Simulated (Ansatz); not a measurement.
# PtS2: the cost of one run

Method: DFT PBEsol, scalar-relativistic, plane waves, PAW, in Ansatz 0.2.0.

The COD entry's cell or inner coordinates are ideal or old and differ from later refinements, so a difference from it is no clean test against experiment.

2 further runs of the same task are left out: 2 set aside as unsound or not needed.

**1. The system as given**

It takes space group P-3m1 (No. 164, trigonal). The conventional cell has a = 3.571 Å, b = 3.571 Å, c = 4.768 Å, α = 90.00°, β = 90.00°, γ = 120.00°. Pt (site symmetry -3m) has 6 S at 2.38 Å as nearest neighbours. S (site symmetry 3m) has 3 Pt at 2.38 Å as nearest neighbours.

As a file:

```cif
data_structure
_symmetry_space_group_name_H-M 'P 1'
_symmetry_Int_Tables_number 1
_cell_length_a 3.5713
_cell_length_b 3.5713
_cell_length_c 4.7683
_cell_angle_alpha 90.000
_cell_angle_beta 90.000
_cell_angle_gamma 120.000
_cell_volume 52.67
loop_
_atom_site_label
_atom_site_type_symbol
_atom_site_fract_x
_atom_site_fract_y
_atom_site_fract_z
_atom_site_occupancy
Pt1 Pt 0.00000 0.00000 0.00000 1
S1 S 0.33333 0.66667 0.25095 1
S2 S 0.66667 0.33333 0.74905 1
```

This cell was relaxed beforehand with the same method: volume 17.56 Å³/atom, gap on the mesh 0.24 eV.

**2. The film's bulk: PtSe2**

Relaxed beforehand at this level: -7744.4898 eV/atom, gap on the mesh none (metal).

```xyz
3
Lattice="-1.8802 -3.2565 0.0000 -1.8802 3.2565 0.0000 0.0000 0.0000 -4.8632" Properties=species:S:1:pos:R:3 pbc="T T T"
Pt    0.0000    0.0000    0.0000
Se   -1.8802    1.0855   -1.2682
Se   -1.8802   -1.0855   -3.5950
```

**3. Band edges and mean potential of the bulk**

input.yaml reads:

```yaml
crystal:
  lattice:
    - [3.5713266578, 0.0, 0.0]
    - [-1.7856633289, 3.0928596108, 0.0]
    - [0.0, 0.0, 4.7682787986]
  atoms:
    - { symbol: Pt, position: [0.0, 0.0, 0.0] }
    - { symbol: S, position: [0.3333333333, 0.6666666667, 0.2509460494] }
    - { symbol: S, position: [0.6666666667, 0.3333333333, 0.7490539506] }
basis:
  ecutwfc: 420
kpoints:
  mp_grid: { grid: [12, 12, 8] }
  band_path: { path: [VBM, CBM], npoints: 2 }
hamiltonian:
  xc: pbesol
scf:
  occupations: { method: gaussian, width: 0.02 }
output:
  forces: true
  stress: true
  eigenvalues: true
```

Q: Estimate wall time and peak memory on 1 thread of an Arm CPU, shared host.

About 14 s, with a peak of 0.38 GiB.
